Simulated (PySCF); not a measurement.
**HfFCl: singlet, from a linear start**

The task is one start of a wider search on HfFCl: the singlet, from a linear start. It is relaxed, tested by its Hessian and followed downhill if it is a saddle.

Method: PBE0, basis Hf def2-TZVP with ECP60, F def2-TZVP, Cl def2-TZVP, scalar-relativistic core potentials, no spin–orbit coupling, density fitting; program: PySCF 2.14.0.

### Step 1. The system as given

3 atoms, charge 0, spin multiplicity 1.

Bond lengths: Hf1–F2 2.160 Å, Hf1–Cl3 2.510 Å. Angles: F2–Hf1–Cl3 180.0°.

```xyz
3
charge 0 multiplicity 1
Hf    0.0000    0.0000    0.0000
F     0.0000    0.0000   -2.1600
Cl    0.0000    0.0000    2.5100
```

### Step 2. The SCF at the typed geometry

One driver script runs all steps and calls PySCF; scf.py shows how it sets up the SCF of each step. The optimiser is the driver's own. After this first run the driver tries any further starts and a stability analysis.

scf.py

```python
from pyscf import gto, scf, dft
mol = gto.M(atom='''
Hf     0.000000     0.000000     0.000000
F      0.000000     0.000000    -2.160000
Cl     0.000000     0.000000     2.510000''',
    basis={'Hf': 'def2-TZVP', 'F': 'def2-TZVP', 'Cl': 'def2-TZVP'},
    ecp={'Hf': 'def2-TZVP'},
    charge=0, spin=0)
mf = dft.RKS(mol, xc='PBE0')
mf.grids.atom_grid = (50, 194)
aux = {'Hf': 'def2-universal-JKFIT', 'F': 'def2-universal-JKFIT', 'Cl': 'def2-universal-JKFIT'}
mf = mf.density_fit(auxbasis=aux)
mf.conv_tol = 1e-08
mf.diis_space = 10
mf.max_cycle = 60
mf.init_guess = 'minao'
mf.verbose = 4
mf.kernel()
```

Command:

```bash
OMP_NUM_THREADS=2 python axn.py task.json out
```

Output:

```text
init E= -589.75090833227
  HOMO = -0.334190541086043  LUMO = -0.278550442930617  gap/eV = 1.51404
cycle= 1 E= -607.82291256282  delta_E= -18.1  |g|= 0.685  |ddm|= 4.91
  HOMO = -0.220302262428433  LUMO = -0.154277876376035  gap/eV = 1.79662
cycle= 2 E= -607.118506083042  delta_E= 0.704  |g|= 2.12  |ddm|= 1.25
  HOMO = -0.224232755296939  LUMO = -0.115691224531055  gap/eV = 2.95357
cycle= 3 E= -607.902972108656  delta_E= -0.784  |g|= 0.143  |ddm|= 1.01
  HOMO = -0.246962278746368  LUMO = -0.145540394767794  gap/eV = 2.75983
cycle= 4 E= -607.907544913172  delta_E= -0.00457  |g|= 0.0792  |ddm|= 0.245
  HOMO = -0.244557464652146  LUMO = -0.142073681282273  gap/eV = 2.78873
cycle= 5 E= -607.908696868118  delta_E= -0.00115  |g|= 0.0171  |ddm|= 0.059
  HOMO = -0.24205230000463  LUMO = -0.138385887969034  gap/eV = 2.82091
cycle= 6 E= -607.908762827414  delta_E= -6.6e-05  |g|= 0.00663  |ddm|= 0.0307
  HOMO = -0.242580565776123  LUMO = -0.139030301547711  gap/eV = 2.81775
cycle= 7 E= -607.908776002067  delta_E= -1.32e-05  |g|= 0.00219  |ddm|= 0.0085
  HOMO = -0.242559127376836  LUMO = -0.139004253660207  gap/eV = 2.81787
cycle= 8 E= -607.908777257825  delta_E= -1.26e-06  |g|= 0.00054  |ddm|= 0.00256
  HOMO = -0.242544054853184  LUMO = -0.138975770121304  gap/eV = 2.81824
cycle= 9 E= -607.908777326014  delta_E= -6.82e-08  |g|= 0.000104  |ddm|= 0.000839
  HOMO = -0.242542043342837  LUMO = -0.138968284010589  gap/eV = 2.81839
cycle= 10 E= -607.908777329598  delta_E= -3.58e-09  |g|= 1.9e-05  |ddm|= 0.000326
  HOMO = -0.242541921731046  LUMO = -0.138968402176788  gap/eV = 2.81838
Extra cycle  E= -607.908777329544  delta_E= 5.39e-11  |g|= 2.89e-05  |ddm|= 2.88e-05
converged SCF energy = -607.908777329544
```

This step, with its further starts and checks, took 9.5 s on 2 threads of Arm Neoverse V2, shared host.

Energies from each starting density:

```
                      start  energy (Eh)
    the minimal-basis guess  -607.908777
a thermally smeared density  -607.908777
      a smeared PBE density  -607.908777
```

No lower closed-shell solution turned up from the other starts or in the test of internal stability.

### Step 3. Relaxation: linear start, singlet

The program finds C∞v symmetry in the start, which this walk keeps. The walk stops when the largest gradient is under 0.0003 Eh/bohr and the energy has settled too.

scf.py, as its differences from that of step 2:

```diff
@@ -3,3 +3,3 @@
-Hf     0.000000     0.000000     0.000000
-F      0.000000     0.000000    -2.160000
-Cl     0.000000     0.000000     2.510000''',
+Hf     0.000000    -0.000000    -0.199797
+F      0.000000    -0.000000    -2.359797
+Cl     0.000000     0.000000     2.310203''',
@@ -16 +15,0 @@
-mf.init_guess = 'minao'
```

Energy and gradient, step by step:

```
step  energy (Eh)  change (kJ/mol)  largest symmetric gradient (Eh/bohr)
   0  -607.908777             0.00                               0.07695
   1  -607.935872           -71.14                               0.03787
   2  -607.937470           -75.33                               0.04483
   3  -607.940343           -82.88                               0.00621
   4  -607.940422           -83.08                               0.00107
   5  -607.940424           -83.09                               0.00003
```

The walk took 13 s.

Geometry (Å) and forces (eV/Å) at some steps:

```
step 0
Hf   0.000   0.000  -0.200   0.000   0.000  -1.636
F    0.000   0.000  -2.360   0.000   0.000   3.957
Cl   0.000   0.000   2.310   0.000   0.000  -2.321
step 1
Hf   0.000   0.000  -0.223   0.000   0.000  -0.856
F    0.000   0.000  -2.207   0.000   0.000   1.947
Cl   0.000   0.000   2.181   0.000   0.000  -1.091
step 3
Hf   0.000   0.000  -0.226   0.000   0.000  -0.206
F    0.000   0.000  -2.140   0.000   0.000   0.320
Cl   0.000   0.000   2.116   0.000   0.000  -0.114
step 5
Hf   0.000   0.000  -0.228   0.000   0.000   0.000
F    0.000   0.000  -2.130   0.000   0.000  -0.001
Cl   0.000   0.000   2.109   0.000   0.000   0.002
```

It settles in C∞v symmetry, 83.1 kJ/mol below the start, after 5 steps: Hf–Cl 2.337 Å, Hf–F 1.902 Å; Cl–Hf–F 180.0°.

### Step 4. Frequencies

On the finer grid the gradient is checked again; gradients at displacements of ±0.02 bohr then give force constants and infrared intensities.

scf.py, as its differences from that of step 3:

```diff
@@ -3,3 +3,3 @@
-Hf     0.000000    -0.000000    -0.199797
-F      0.000000    -0.000000    -2.359797
-Cl     0.000000     0.000000     2.310203''',
+Hf     0.000000    -0.000000    -0.194815
+F      0.000000    -0.000000    -2.097345
+Cl    -0.000000     0.000000     2.141977''',
@@ -10 +10 @@
-mf.grids.atom_grid = (50, 194)
+mf.grids.atom_grid = (75, 302)
@@ -13 +13 @@
-mf.conv_tol = 1e-08
+mf.conv_tol = 1e-10
```

This SCF starts from the last density.

Log of the central SCF (cycles and frontier levels):

```text
init E= -607.940550444035
  HOMO = -0.225121007683498  LUMO = -0.11621706290728  gap/eV = 2.96343
cycle= 1 E= -607.940550444034  delta_E= 3.41e-13  |g|= 2.24e-06  |ddm|= 3.77e-06
  HOMO = -0.225120650274334  LUMO = -0.116216572992558  gap/eV = 2.96343
Extra cycle  E= -607.940550444033  delta_E= 1.59e-12  |g|= 3.19e-06  |ddm|= 5.43e-06
converged SCF energy = -607.940550444033
```

The whole step took 32 s.

Geometry: C∞v; Hf–Cl 2.337 Å, Hf–F 1.903 Å; Cl–Hf–F 180.0°.

Harmonic modes (main isotopes):

| symmetry | ω (cm⁻¹) | IR (km/mol) | type |
| --- | --- | --- | --- |
| π | 63i | 3.8 | bend |
| σ+ | 374 | 54.8 | stretch |
| σ+ | 647 | 123 | stretch |

With 2 modes imaginary (up to 63i cm⁻¹) this point is a saddle.

Properties at this point:

```yaml
Dipole_moment: 0.11 D
Highest_occupied_level: -6.13 eV
Lowest_empty_level: -3.16 eV
Rotational_constants: 0.0672 cm⁻¹
Zero-point_energy_real_modes: 6.1 kJ/mol
Principal_polarisabilities: 68.3, 72.7, 72.7 bohr³
Atomisation_energy_without_zero-point_energy: 1114 kJ/mol
Principal_traceless_quadrupole_moments_about_the_centre_of_mass: -9.85, 4.93, 4.93 D Å
```

Populations by atom (charges in e):

```
atom  Mulliken  Löwdin  polar tensor  Mayer order to Hf1
 Hf1      0.76    0.23          1.04                   –
  F2     -0.41   -0.25         -0.57                1.01
 Cl3     -0.35    0.02         -0.47                1.16
```

Mulliken populations on Hf1 (outside its core potential): s 3.53, p 6.23, d 1.38, f 0.10.

### Step 5. Downhill along the imaginary mode

The atoms are moved a little along the softest imaginary mode and relaxed again.

The program finds Cs symmetry in the start, which this walk keeps. Threshold on the gradient: 0.0003 Eh/bohr, with a further test on the energy change.

scf.py, as its differences from that of step 4:

```diff
@@ -3,3 +3,3 @@
-Hf     0.000000    -0.000000    -0.194815
-F      0.000000    -0.000000    -2.097345
-Cl    -0.000000     0.000000     2.141977''',
+Hf    -0.047883    -0.000312    -0.194815
+F      0.249995     0.001629    -2.097345
+Cl     0.110580     0.000721     2.141978''',
@@ -10 +10 @@
-mf.grids.atom_grid = (75, 302)
+mf.grids.atom_grid = (50, 194)
@@ -13 +13 @@
-mf.conv_tol = 1e-10
+mf.conv_tol = 1e-08
```

The optimiser's trace:

```
step  energy (Eh)  change (kJ/mol)  largest symmetric gradient (Eh/bohr)
   0  -607.940663             0.00                               0.01298
   1  -607.941065            -1.06                               0.00197
   2  -607.941167            -1.32                               0.00272
   3  -607.942380            -4.51                               0.00848
   4  -607.942733            -5.44                               0.01315
   5  -607.943316            -6.97                               0.00279
   6  -607.943454            -7.33                               0.00245
   7  -607.943542            -7.56                               0.00416
   8  -607.943571            -7.64                               0.00304
   9  -607.943599            -7.71                               0.00057
  10  -607.943599            -7.71                               0.00005
```

The walk took 26 s.

Positions (Å) and forces (eV/Å) along the way:

```
step 0
Hf  -0.048   0.000  -0.195   0.023   0.000  -0.473
F    0.250   0.002  -2.097  -0.059   0.000   0.667
Cl   0.111   0.001   2.142   0.035   0.000  -0.194
step 1
Hf  -0.055   0.000  -0.200  -0.102  -0.001  -0.076
F    0.253   0.002  -2.078   0.045   0.001   0.086
Cl   0.115   0.001   2.127   0.057   0.000  -0.011
step 5
Hf  -0.312  -0.002  -0.222  -0.052   0.002   0.120
F    0.392   0.003  -1.972   0.031  -0.002   0.025
Cl   0.233   0.002   2.044   0.021   0.000  -0.144
step 10
Hf  -0.403  -0.003  -0.227  -0.001   0.001   0.003
F    0.440   0.003  -1.909  -0.022   0.000  -0.001
Cl   0.276   0.002   1.986   0.022  -0.001  -0.002
```

After 10 steps and 7.7 kJ/mol it ends at Cs: Hf–Cl 2.315 Å, Hf–F 1.881 Å; Cl–Hf–F 136.3°.

### Step 6. Frequencies

As before: finer grid, then central differences.

scf.py, as its differences from that of step 5:

```diff
@@ -3,3 +3,3 @@
-Hf    -0.047883    -0.000312    -0.194815
-F      0.249995     0.001629    -2.097345
-Cl     0.110580     0.000721     2.141978''',
+Hf    -0.180055    -0.001174    -0.195679
+F      0.678207     0.004421    -1.868401
+Cl     0.514058     0.003351     2.012874''',
@@ -10 +10 @@
-mf.grids.atom_grid = (50, 194)
+mf.grids.atom_grid = (75, 302)
@@ -13 +13 @@
-mf.conv_tol = 1e-08
+mf.conv_tol = 1e-10
```

Log of the central SCF (cycles and frontier levels):

```text
init E= -607.943616272097
  HOMO = -0.212758312797533  LUMO = -0.104215803120711  gap/eV = 2.95359
cycle= 1 E= -607.943616272094  delta_E= 2.96e-12  |g|= 6.03e-06  |ddm|= 1.02e-05
  HOMO = -0.212757505593018  LUMO = -0.104214729599551  gap/eV = 2.95360
Extra cycle  E= -607.943616272083  delta_E= 1.18e-11  |g|= 8.96e-06  |ddm|= 1.43e-05
converged SCF energy = -607.943616272083
```

The whole step took 55 s on 2 threads of Arm Neoverse V2, shared host.

Geometry: Cs; Hf–Cl 2.315 Å, Hf–F 1.880 Å; Cl–Hf–F 135.4°.

Modes, for the most abundant isotopes:

```csv
symmetry,ω (cm⁻¹),IR (km/mol),μ (u),type
a',73,1.1,25.18,bend
a',383,40.1,40.11,stretch
a',664,89.0,20.70,stretch
```

All wavenumbers are real: a minimum.

Properties at this point:

- Dipole moment: 0.93 D
- Highest occupied level: -5.79 eV
- Lowest empty level: -2.84 eV
- Rotational constants: 0.7649, 0.07781, 0.07062 cm⁻¹
- Zero-point energy: 6.7 kJ/mol
- Principal polarisabilities: 65.8, 79.4, 80.4 bohr³
- Atomisation energy without zero-point energy: 1122 kJ/mol
- Principal traceless quadrupole moments about the centre of mass: -5.52, 2.28, 3.24 D Å
- Entropy at 298.15 K and 1 bar: 306.2 J/(mol K)
- Heat capacity Cp at 298.15 K: 51.6 J/(mol K)
- Enthalpy at 298.15 K above 0 K: 13.17 kJ/mol
- Rotational symmetry number: 1

Populations by atom (charges in e):

| atom | Mulliken | Löwdin | polar tensor | Mayer order to Hf1 |
| --- | --- | --- | --- | --- |
| Hf1 | 0.70 | 0.16 | 0.92 | – |
| F2 | -0.38 | -0.22 | -0.50 | 1.06 |
| Cl3 | -0.32 | 0.06 | -0.42 | 1.19 |

Mulliken populations on Hf1 (outside its core potential): s 3.52, p 6.24, d 1.45, f 0.09.

### Step 7. Would spin polarisation lower it?

At the lowest minimum the closed shell is tested against spin polarisation, on the (50, 194) grid. It is unstable: an open-shell solution lies lower. That solution was not followed to a minimum here.

### Step 8. The points found, side by side

| spin | group | bonds | imaginary modes (cm⁻¹) | ΔE (kJ/mol) | with zero-point energy |
| --- | --- | --- | --- | --- | --- |
| singlet | Cs | Hf–Cl 2.315 Å, Hf–F 1.880 Å | none | 0.0 | 0.0 |
| singlet | C∞v | Hf–Cl 2.337 Å, Hf–F 1.903 Å | 63i, 63i | 8.0 | – |

### Step 9. Summary of results

| quantity | value |
| --- | --- |
| minimum | singlet, Cs (closed shell, unstable towards spin polarisation) |
| geometry | Hf–Cl 2.315 Å, Hf–F 1.880 Å; Cl–Hf–F 135.4° |
| wavenumbers (cm⁻¹) | 73 (a'), 383 (a'), 664 (a') |
| dipole moment | 0.93 D |
| highest occupied, lowest empty level | -5.79, -2.84 eV |
| polar-tensor charge of Hf1 | +0.92 e |
| zero-point energy | 6.7 kJ/mol |

What this shows: The linear start (C∞v) ends in a minimum of Cs symmetry, after a stop at a second-order saddle point 8.0 kJ/mol higher, from which it was pushed off along an imaginary mode. In the infrared the band at 664 cm⁻¹ (a', stretch) leads. Other starts or spin states, not run here, may lie lower. A stability analysis at the minimum finds the closed shell unstable towards spin polarisation: an open-shell solution lies lower, and these values are not those of the lowest state. Spin–orbit coupling, left out here, can matter for elements this heavy.

The search up to here took 2.3 min.
